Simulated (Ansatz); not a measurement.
**CH6Ge (methyl germane): revPBE/def2-SVPD**

Aim: the electronic atomisation energy of CH6Ge (methyl germane) at revPBE/def2-SVPD, from 4 runs. 

The calculation is run with Ansatz 0.2.0.

28 further runs of the same task are left out: 28 set aside as unsound or not needed.

## 1. Starting point

CH6Ge: 8 atoms, total charge 0, spin state singlet. SMILES: `[CH3][GeH3]`. The coordinates come from a PBE0-D4/def2-TZVP relaxation.

Bond lengths: C1–Ge2 1.953 Å, C1–H3 1.090 Å, C1–H4 1.090 Å, C1–H5 1.091 Å, Ge2–H6 1.539 Å, Ge2–H7 1.539 Å, Ge2–H8 1.539 Å. Some angles: C1–Ge2–H6 110.4°, C1–Ge2–H7 110.4°, C1–Ge2–H8 110.4°, Ge2–C1–H3 110.3°, Ge2–C1–H4 110.3°, Ge2–C1–H5 110.3°, H6–Ge2–H7 108.5°, H6–Ge2–H8 108.5°, H7–Ge2–H8 108.5°, H3–C1–H4 108.6°.

## 2. A single-point energy at revPBE/def2-SVPD

Contents of input.yaml:

```yaml
crystal:
  periodic: [false, false, false]
  atoms:
    - {symbol: C, position_ang: [-0.310900, 0.190300, -0.971400]}
    - {symbol: Ge, position_ang: [0.296900, -0.181900, 0.846700]}
    - {symbol: H, position_ang: [-1.380100, 0.404200, -0.976500]}
    - {symbol: H, position_ang: [0.218800, 1.052200, -1.378400]}
    - {symbol: H, position_ang: [-0.124600, -0.669400, -1.616000]}
    - {symbol: H, position_ang: [0.030700, 1.028200, 1.760100]}
    - {symbol: H, position_ang: [1.807100, -0.479600, 0.857700]}
    - {symbol: H, position_ang: [-0.445700, -1.401200, 1.422100]}
basis:
  gaussian:
    orbitals: def2-SVPD
hamiltonian:
  xc: {name: revPBE}
accuracy: high
output:
  orbitals: {seedname: orbitals}
```

The run is started by

```
$ ansatz run input.yaml --threads 1 --pin off --max-ram 3480MiB --events-out events.jsonl --progress --plain --runs-dir runs
```

Standard output:

```text
Warning: RAYON_NUM_THREADS=1 ignored (pool sized by the plan → 1); use --threads N
Functional definition: revPBE
  name "revPBE"
  parameter kappa = 1.245
  parameter beta = 0.06672455060314922
  exchange = pbe_x(kappa = kappa, mu = beta*pi^2/3)
  correlation = pbe_c(beta = beta)
2130 factors; integrals over basis functions are off by at most 4.4e-9 eV
mean field evaluation 1: about -57633.8669 eV, gradient 5.4e1 eV
mean field evaluation 2: about -57623.9261 eV, gradient 7.6e1 eV
mean field evaluation 4: about -57640.3937 eV, gradient 2.7e0 eV
mean field evaluation 8: about -57640.4056 eV, gradient 1.8e-2 eV
mean field evaluation 16: about -57640.4056 eV, gradient 1.7e-7 eV
mean field -57640.40559817 eV, -2118.2458356627 hartree, gradient 3.0e-8 eV, S^2 0.000000; 0 other end points of the search recorded, 0 dependent functions left out
reference -57640.40560329 eV, -2118.2458358508 hartree; 22, 22 occupied and 84, 84 virtual orbitals, 2130 factors
Total energy: -57640.40560329 eV, -2118.2458358508 hartree
```

Wall time 8.1 s (1 thread of Arm Neoverse V1, shared host); peak memory 0.28 GiB.

## 3. The C atom at the same level

Contents of job.yaml:

```yaml
crystal:
  periodic: [false, false, false]
  atoms:
    - {symbol: C, position_ang: [0.000000, 0.000000, 0.000000]}
basis:
  gaussian:
    orbitals: def2-SVPD
magnetization:
  spin_polarized: true
  initial_magnetization: 2
hamiltonian:
  xc: {name: revPBE}
accuracy: high
```

Run the same way, it converges to -37.80194 Eh (log not shown).

## 4. The Ge atom

Contents of input.yaml:

```yaml
crystal:
  periodic: [false, false, false]
  atoms:
    - {symbol: Ge, position_ang: [0.000000, 0.000000, 0.000000]}
basis:
  gaussian:
    orbitals: def2-SVPD
magnetization:
  spin_polarized: true
  initial_magnetization: 2
hamiltonian:
  xc: {name: revPBE}
accuracy: high
```

The run is started by

```
$ ansatz run input.yaml --threads 1 --pin off --max-ram 3480MiB --events-out events.jsonl --progress --plain --runs-dir runs
```

Standard output, cut to the lines that bear on the results:

```text
Warning: RAYON_NUM_THREADS=1 ignored (pool sized by the plan → 1); use --threads N
[... 6 set-up lines as earlier in the session ...]
370 factors; integrals over basis functions are off by at most 4.8e-9 eV
mean field evaluation 1: about -56504.3474 eV, gradient 8.1e0 eV
mean field evaluation 2: about -56504.3792 eV, gradient 8.3e0 eV
mean field evaluation 4: about -56504.4841 eV, gradient 1.1e-1 eV
mean field evaluation 8: about -56504.4838 eV, gradient 1.7e-4 eV
mean field evaluation 16: about -56504.3976 eV, gradient 2.9e0 eV
mean field evaluation 32: about -56504.4838 eV, gradient 5.8e-2 eV
mean field -56504.48384231 eV, -2076.5014810900 hartree, gradient 1.7e-8 eV, S^2 2.002532; 2 other end points of the search recorded, 0 dependent functions left out
reference -56504.48384498 eV, -2076.5014811884 hartree; 17, 15 occupied and 21, 23 virtual orbitals, 370 factors
Total energy: -56504.48384498 eV, -2076.5014811884 hartree
```

Wall time 2.4 s (1 thread of Arm Neoverse V1, shared host); peak memory 0.096 GiB.

## 5. The H atom, same level

Contents of in.yaml:

```yaml
crystal:
  periodic: [false, false, false]
  atoms:
    - symbol: H
      position_ang: [0.000000, 0.000000, 0.000000]
basis:
  gaussian:
    orbitals: def2-SVPD
magnetization:
  spin_polarized: true
  initial_magnetization: 1
hamiltonian:
  xc: {name: revPBE}
accuracy: high
```

The run is started by

```
$ ansatz run in.yaml --threads 1 --pin off --max-ram 3480MiB --events-out events.jsonl --progress --plain --runs-dir runs
```

Standard output, cut to the lines that bear on the results:

```text
Warning: RAYON_NUM_THREADS=1 ignored (pool sized by the plan → 1); use --threads N
[... 6 set-up lines as earlier in the session ...]
33 factors; integrals over basis functions are off by at most 2.1e-9 eV
mean field evaluation 1: about -13.6909 eV, gradient 3.7e-1 eV
mean field evaluation 2: about -13.6926 eV, gradient 4.2e-2 eV
mean field evaluation 4: about -13.6926 eV, gradient 8.0e-5 eV
mean field evaluation 8: about -13.6926 eV, gradient 7.8e-8 eV
mean field -13.69257262 eV, -0.5031927628 hartree, gradient 7.8e-8 eV, S^2 0.750000; 0 other end points of the search recorded, 0 dependent functions left out
reference -13.69257487 eV, -0.5031928452 hartree; 1, 0 occupied and 7, 8 virtual orbitals, 33 factors
Total energy: -13.69257487 eV, -0.5031928452 hartree
```

Wall time 0.12 s (1 thread of Arm Neoverse V1, shared host).

## 6. Summary of results

Level: revPBE/def2-SVPD.

| quantity | value |
| --- | --- |
| molecule: total energy | -2118.24584 Eh |
| molecule: HOMO energy | -7.66 eV |
| molecule: LUMO energy | -0.26 eV |
| molecule: HOMO–LUMO gap | 7.41 eV |
| C atom: total energy | -37.80194 Eh |
| C atom: ⟨S²⟩ | 2.003 |
| Ge atom: total energy | -2076.50148 Eh |
| Ge atom: ⟨S²⟩ | 2.003 |
| H atom: total energy | -0.50319 Eh |
| H atom: ⟨S²⟩ | 0.750 |
| electronic atomisation energy | 25.123 eV |

In words: Taking the molecule apart into free atoms costs 25.12 eV (2424 kJ/mol), before zero-point energy and without spin-orbit coupling.
